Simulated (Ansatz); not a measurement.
# BrH2InO (SMILES [OH][InH][Br]): energies and forces away from the minimum

How good are functionals off equilibrium? 2 randomly displaced structures are computed with CCSD(T) and cheaper methods.

Program: Ansatz 0.2.0, Gaussian basis. Level of theory: single points with forces in def2-TZVPP. These are calculated values, not measurements.

Levels: PBE-D4, r2SCAN-D4, PBE0-D4, wB97M-V, Hartree-Fock, MP2, CCSD, CCSD(T). Each coordinate is moved by a Gaussian draw of the width named (0.7 of it for atoms other than hydrogen): 0.04, 0.02 Å.

Correlated methods freeze the cores. Filled d shells of the heavier atoms are correlated. Core potentials replace the inner electrons past krypton, and spin-orbit coupling is left out.

22 further runs of the same task are left out: 22 set aside as unsound or not needed.

## 1. Where the work starts

The minimum, relaxed at PBE0-D4: SMILES `[OH][InH][Br]`, 5 atoms, charge 0, spin multiplicity 1.

Atoms are counted from 1 here; the program's logs count them from 0.

Bond lengths: O1–In2 1.973 Å, O1–H4 0.960 Å, In2–Br3 2.454 Å, In2–H5 1.701 Å. Angles: In2–O1–H4 113.2°, O1–In2–Br3 109.4°, O1–In2–H5 127.1°, Br3–In2–H5 123.4°.

As a file:

```mol
BrH2InO
  3D, bonds by distance, orders not assigned

  5  4  0  0  0  0  0  0  0  0999 V2000
   -1.3090   -0.5292   -0.4277 O   0  0
    0.4483    0.1766    0.1255 In  0  0
    1.7606   -1.6211    1.1589 Br  0  0
   -1.8699    0.1323   -0.8404 H   0  0
    1.0198    1.7677   -0.0578 H   0  0
  1  2  8  0
  1  4  8  0
  2  3  8  0
  2  5  8  0
M  END
```

Energies of the minimum (eV), from earlier single points: PBE-D4 -77289.92853, r2SCAN-D4 -77303.10758, PBE0-D4 -77292.28036, B3LYP-D4 -77305.32063, wB97M-V -77296.52305, CCSD(T) -77241.98470.

## 2. Structure 1, width 0.04 Å

Input file pbe-tzvpp/in.yaml:

```yaml
crystal:
  periodic: [false, false, false]
  atoms:
    - {symbol: O, position_ang: [-1.295625, -0.553892, -0.450255]}
    - {symbol: In, position_ang: [0.444086, 0.196001, 0.109249]}
    - {symbol: Br, position_ang: [1.722320, -1.632308, 1.170008]}
    - {symbol: H, position_ang: [-1.856431, 0.135804, -0.815099]}
    - {symbol: H, position_ang: [1.033929, 1.789679, -0.053694]}
basis:
  gaussian: {orbitals: def2-TZVPP}
hamiltonian: {xc: pbe, dispersion: d4}
output: {forces: true}
```

r2scan-tzvpp/in.yaml differs from pbe-tzvpp/in.yaml so:

```diff
-hamiltonian: {xc: pbe, dispersion: d4}
+hamiltonian: {xc: r2scan, dispersion: d4}
```

pbe0-tzvpp/in.yaml:

```diff
-hamiltonian: {xc: pbe, dispersion: d4}
-output: {forces: true}
+hamiltonian: {xc: pbe0, dispersion: d4}
+output: {forces: true, orbitals: {seedname: orbitals}}
```

wb97mv-tzvpp/in.yaml:

```diff
-hamiltonian: {xc: pbe, dispersion: d4}
+hamiltonian: {xc: {name: wB97M-V}}
```

ccsdt-tzvpp/in.yaml:

```diff
-hamiltonian: {xc: pbe, dispersion: d4}
+correlation: {method: ccsd_t}
```

Each run has its own folder and the same command.

Run with:

```sh
ansatz run in.yaml --threads 4 --pin off --events-out ev --progress --plain --max-ram 8704MiB
```

pbe-tzvpp printed:

```text
Functional definition: PBE
  name "PBE"
  cite "Perdew, Burke & Ernzerhof, Phys. Rev. Lett. 77, 3865 (1996) doi:10.1103/PhysRevLett.77.3865"
  parent pbe
  parameter kappa = 0.804
  parameter beta = 0.06672455060314922
  exchange = pbe_x(kappa = kappa, mu = beta*pi^2/3)
  correlation = pbe_c(beta = beta)
1033 factors; their error is unknown
mean field evaluation 1: about -77280.9792 eV, gradient 7.1e1 eV
mean field evaluation 2: about -77161.5487 eV, gradient 1.9e2 eV
mean field evaluation 4: about -77289.1450 eV, gradient 1.8e1 eV
mean field evaluation 8: about -77289.8644 eV, gradient 2.3e-1 eV
mean field evaluation 16: about -77289.8406 eV, gradient 3.2e-4 eV
mean field -77289.84058838 eV, -2840.3492526874 hartree, gradient 5.3e-5 eV, S^2 0.000000; 0 other end points of the search recorded, 0 dependent functions left out
the calculation of the forces begins
reference -77289.84063814 eV, -2840.3492545162 hartree; 33, 33 occupied and 124, 124 virtual orbitals, 1033 factors
Total energy: -77289.93182452 eV, -2840.3526055537 hartree
Atom 0 at    -1.295625    -0.553892    -0.450255 Å, force    -0.100126    -0.450029     0.067996 eV/Å
Atom 1 at     0.444086     0.196001     0.109249 Å, force     0.368309     0.149525     0.137434 eV/Å
Atom 2 at     1.722320    -1.632308     1.170008 Å, force     0.073826    -0.060370     0.036634 eV/Å
Atom 3 at    -1.856431     0.135804    -0.815099 Å, force    -0.357944     0.322300    -0.234173 eV/Å
Atom 4 at     1.033929     1.789679    -0.053694 Å, force     0.015935     0.038573    -0.007891 eV/Å
Dipole moment:    -0.132068     0.656901    -0.221100 e Å
```

Log of r2scan-tzvpp:

```text
Functional definition: r2SCAN
  name "r2SCAN"
  cite "Furness, Kaplan, Ning, Perdew & Sun, J. Phys. Chem. Lett. 11, 8208 (2020) doi:10.1021/acs.jpclett.0c02405"
  cite "Furness, Kaplan, Ning, Perdew & Sun, J. Phys. Chem. Lett. 11, 9248 (2020) doi:10.1021/acs.jpclett.0c03077"
  parent r2scan
  parameter k0 = 0.174
  parameter k1 = 0.065
  parameter a1 = 4.9479
  exchange = r2scan_x(k0 = k0, k1 = k1, a1 = a1)
  correlation = r2scan_c
1033 factors; their error is unknown
mean field evaluation 1: about -77295.4811 eV, gradient 6.6e1 eV
mean field evaluation 2: about -77196.2634 eV, gradient 1.8e2 eV
mean field evaluation 4: about -77302.7324 eV, gradient 1.4e1 eV
mean field evaluation 8: about -77303.1100 eV, gradient 1.2e-1 eV
mean field evaluation 16: about -77303.0844 eV, gradient 2.4e-4 eV
mean field -77303.08440933 eV, -2840.8359541302 hartree, gradient 7.7e-5 eV, S^2 0.000000; 0 other end points of the search recorded, 0 dependent functions left out
the calculation of the forces begins
reference -77303.08442372 eV, -2840.8359546593 hartree; 33, 33 occupied and 124, 124 virtual orbitals, 1033 factors
Total energy: -77303.10437416 eV, -2840.8366878243 hartree
Atom 0 at    -1.295625    -0.553892    -0.450255 Å, force    -0.004746     0.024203     0.012209 eV/Å
Atom 1 at     0.444086     0.196001     0.109249 Å, force     0.213904     0.014218     0.107884 eV/Å
Atom 2 at     1.722320    -1.632308     1.170008 Å, force    -0.041558     0.099884    -0.057765 eV/Å
Atom 3 at    -1.856431     0.135804    -0.815099 Å, force    -0.114829     0.000567    -0.070979 eV/Å
Atom 4 at     1.033929     1.789679    -0.053694 Å, force    -0.052771    -0.138872     0.008650 eV/Å
Dipole moment:    -0.129832     0.694447    -0.230277 e Å
```

Log of pbe0-tzvpp:

```text
Functional definition: PBE0
  name "PBE0"
  cite "Adamo & Barone, J. Chem. Phys. 110, 6158 (1999) doi:10.1063/1.478522"
[... 2 set-up lines as earlier in the session ...]
  parameter a = 0.25
[... 2 set-up lines as earlier in the session ...]
  exchange = (1 - a)*pbe_x(kappa = kappa, mu = beta*pi^2/3) + a*exact_x
[... 1 set-up line as earlier in the session ...]
1163 factors; their error is unknown
mean field evaluation 1: about -77285.2712 eV, gradient 6.1e1 eV
mean field evaluation 2: about -77228.9488 eV, gradient 1.6e2 eV
mean field evaluation 4: about -77291.5875 eV, gradient 8.2e0 eV
mean field evaluation 8: about -77291.7099 eV, gradient 1.6e-1 eV
mean field evaluation 16: about -77292.1947 eV, gradient 3.4e-4 eV
mean field -77292.19466804 eV, -2840.4357635192 hartree, gradient 2.1e-5 eV, S^2 0.000000; 0 other end points of the search recorded, 0 dependent functions left out
the calculation of the forces begins
reference -77292.19470293 eV, -2840.4357648015 hartree; 33, 33 occupied and 124, 124 virtual orbitals, 1163 factors
Total energy: -77292.27291425 eV, -2840.4386390145 hartree
Atom 0 at    -1.295625    -0.553892    -0.450255 Å, force     0.003025     0.244652    -0.031824 eV/Å
Atom 1 at     0.444086     0.196001     0.109249 Å, force     0.140623    -0.127377     0.111782 eV/Å
Atom 2 at     1.722320    -1.632308     1.170008 Å, force    -0.048338     0.138116    -0.070464 eV/Å
Atom 3 at    -1.856431     0.135804    -0.815099 Å, force    -0.042510    -0.139857    -0.012190 eV/Å
Atom 4 at     1.033929     1.789679    -0.053694 Å, force    -0.052801    -0.115533     0.002696 eV/Å
Dipole moment:    -0.116211     0.707082    -0.227556 e Å
```

wb97mv-tzvpp printed:

```text
Functional definition: wB97M-V
  name "wB97M-V"
  cite "Mardirossian & Head-Gordon, J. Chem. Phys. 144, 214110 (2016) doi:10.1063/1.4952647"
  cite "Becke, J. Chem. Phys. 107, 8554 (1997) doi:10.1063/1.475007"
  cite "Vydrov & Van Voorhis, J. Chem. Phys. 133, 244103 (2010) doi:10.1063/1.3521275"
  # Of w^i u^j: cxij and so on, Table III.
  parameter omega = 0.3/bohr
  parameter cx = 0.15
  parameter cx01 = 1.007
  parameter cx10 = 0.259
  parameter css00 = 0.443
  parameter css04 = -1.437
  parameter css10 = -4.535
  parameter css20 = -3.390
  parameter css43 = 4.278
  parameter cos00 = 1.000
  parameter cos10 = 1.358
  parameter cos20 = 2.924
  parameter cos21 = -8.812
  parameter cos60 = -1.390
  parameter cos61 = 9.142
  parameter b = 6.0
  parameter c = 0.01
  gx(w, u) = 1 - cx + cx01*u + cx10*w
  gss(w, u) = css00 + css04*u^4 + css10*w + css20*w^2 + css43*w^4*u^3
  gos(w, u) = cos00 + cos10*w + (cos20 + cos21*u)*w^2 + (cos60 + cos61*u)*w^6
  exchange = spin_sum(e_x_unif_sr(omega)*gx(b97_w, b97_u_x)) + cx*exact_x_sr(omega) + exact_x_lr(omega)
  correlation = spin_sum(e_c_pw_mod_same_spin*gss(b97_w, b97_u_same))
      + integral(e_c_pw_mod_opposite_spin*gos(b97_w_opposite, b97_u_opposite)) + vv10(b, c)
1101 factors; their error is unknown
204 factors; integrals over basis functions are off by at most 4.1e-5 eV
mean field evaluation 1: about -77290.5939 eV, gradient 5.6e1 eV
mean field evaluation 2: about -77282.9408 eV, gradient 8.6e1 eV
mean field evaluation 4: about -77296.2202 eV, gradient 2.4e0 eV
mean field evaluation 8: about -77296.2324 eV, gradient 3.5e-2 eV
mean field evaluation 16: about -77296.5118 eV, gradient 1.1e-4 eV
mean field -77296.51180620 eV, -2840.5944154204 hartree, gradient 4.2e-5 eV, S^2 0.000000; 0 other end points of the search recorded, 0 dependent functions left out
the calculation of the forces begins
reference -77296.51186370 eV, -2840.5944175334 hartree; 33, 33 occupied and 124, 124 virtual orbitals, 1101 factors
Total energy: -77296.51186370 eV, -2840.5944175334 hartree
Atom 0 at    -1.295625    -0.553892    -0.450255 Å, force     0.048778     0.254048    -0.014779 eV/Å
Atom 1 at     0.444086     0.196001     0.109249 Å, force     0.227914    -0.093796     0.139779 eV/Å
Atom 2 at     1.722320    -1.632308     1.170008 Å, force    -0.084896     0.190165    -0.100675 eV/Å
Atom 3 at    -1.856431     0.135804    -0.815099 Å, force    -0.092838    -0.128739    -0.035261 eV/Å
Atom 4 at     1.033929     1.789679    -0.053694 Å, force    -0.098959    -0.221678     0.010936 eV/Å
Dipole moment:    -0.114836     0.720516    -0.230627 e Å
```

Log of ccsdt-tzvpp:

```text
Functional definition: HF
  name "HF"
  cite "Fock, Z. Phys. 61, 126 (1930) doi:10.1007/BF01340294"
[... 1 set-up line as earlier in the session ...]
  exchange = exact_x
  correlation = 0
1168 factors; integrals over basis functions are off by at most 5.7e-4 eV
mean field evaluation 1: about -77215.5166 eV, gradient 4.3e1 eV
mean field evaluation 2: about -77215.5530 eV, gradient 4.3e1 eV
mean field evaluation 4: about -77219.2442 eV, gradient 2.5e0 eV
mean field evaluation 8: about -77219.2807 eV, gradient 2.7e-1 eV
mean field evaluation 16: about -77217.0822 eV, gradient 3.6e1 eV
mean field -77219.28096273 eV, -2837.7562342717 hartree, gradient 4.3e-6 eV, S^2 0.000000; 0 other end points of the search recorded, 0 dependent functions left out
14 core orbitals not correlated: weight in the atoms' cores, before any rotation towards them, 1.000 or more for the frozen orbitals, at most 0.000 for the correlated occupied ones
reference -77219.28096273 eV, -2837.7562342717 hartree; 19, 19 occupied and 124, 124 virtual orbitals, 1168 factors
second order -21.86012205 eV of doubles, -0.00000000 eV of singles
cycle   1  -21.34905105 eV  change    5.1e-1 eV  update   1.1e-1
cycle   2  -21.85593182 eV  change   -5.1e-1 eV  update   3.6e-2
cycle   3  -21.97719853 eV  change   -1.2e-1 eV  update   2.2e-2
cycle   4  -21.96405680 eV  change    1.3e-2 eV  update   6.7e-3
cycle   5  -21.95781539 eV  change    6.2e-3 eV  update   3.0e-3
cycle   6  -21.95916439 eV  change   -1.3e-3 eV  update   1.0e-3
cycle   7  -21.95912534 eV  change    3.9e-5 eV  update   4.3e-4
cycle   8  -21.95896493 eV  change    1.6e-4 eV  update   1.4e-4
cycle   9  -21.95902830 eV  change   -6.3e-5 eV  update   5.3e-5
cycle  10  -21.95904724 eV  change   -1.9e-5 eV  update   1.8e-5
cycle  11  -21.95903045 eV  change    1.7e-5 eV  update   6.7e-6
perturbative correction -0.73710675 eV, -0.0270881733 hartree
the calculation of the forces begins
working
working
working
Total energy: -77241.97709993 eV, -2838.5903019297 hartree
Atom 0 at    -1.295625    -0.553892    -0.450255 Å, force     0.026949     0.128176     0.001778 eV/Å
Atom 1 at     0.444086     0.196001     0.109249 Å, force     0.208921    -0.107520     0.138737 eV/Å
Atom 2 at     1.722320    -1.632308     1.170008 Å, force    -0.074502     0.178115    -0.093543 eV/Å
Atom 3 at    -1.856431     0.135804    -0.815099 Å, force    -0.086603    -0.039658    -0.051376 eV/Å
Atom 4 at     1.033929     1.789679    -0.053694 Å, force    -0.074765    -0.159113     0.004405 eV/Å
Dipole moment:    -0.113123     0.703080    -0.225631 e Å
```

They took 1.6 s (pbe-tzvpp), 2.8 s (r2scan-tzvpp), 2.4 s (pbe0-tzvpp), 8 s (wb97mv-tzvpp), 3.5 min (ccsdt-tzvpp) on 4 threads of Intel Xeon Platinum 8375C at 2.90GHz, shared host; peak memory 2.3 GiB.

| method | RMS force component (eV/Å) | RMS error against CCSD(T) (eV/Å) | angle to CCSD(T) forces (°) | dipole (D) |
| --- | --- | --- | --- | --- |
| PBE-D4 | 0.215 | 0.235 | 86.3 | 3.39 |
| r2SCAN-D4 | 0.087 | 0.052 | 27.5 | 3.57 |
| PBE0-D4 | 0.108 | 0.051 | 27.4 | 3.61 |
| wB97M-V | 0.138 | 0.045 | 16.2 | 3.68 |
| CCSD(T) | 0.110 | reference | reference | 3.59 |

[end of part 1 of 2]
